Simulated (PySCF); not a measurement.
# Cl6Pd ([PdCl6]2-): the cost of one run

Programs: PySCF 2.14.0, with routines of our own; each step states its level. All values are computed. Atoms count from 0.

## 1. The system as given

7 atoms, charge -2, states of the metal's open shell are computed; geometry from: model start, shaken.

## 2. Geometry optimisation at PBE0-D3(BJ)/def2-SVP

Job settings and geometry (Å):

```
{"job": {"xc": "PBE0", "basis": "def2-SVP", "d3": "d3bj", "grid": 1, "maxiter": 45, "solvent": "water", "kind": "geom"}, "charge": -2, "metal": "Pd", "open_shell": "d6"}
Pd     0.000020     0.004480    -0.004110
Cl    -0.013360    -0.006820     2.310130
Cl     0.000900     0.020100    -2.332380
Cl     2.315690     0.007350     0.005350
Cl    -2.323420    -0.013960    -0.000440
Cl     0.010430     2.304840    -0.006860
Cl    -0.028520    -2.344340    -0.027630
```

Command:

```
$ OMP_NUM_THREADS=1 python lf_run.py task.json out
```

One launch serves the whole session: the jobs run in the order shown.

**Question.** How long does this first job take on 1 thread of AMD EPYC 9R14, shared host, and how much memory does it need?

About 2.8 min, with a peak of 1 GiB.
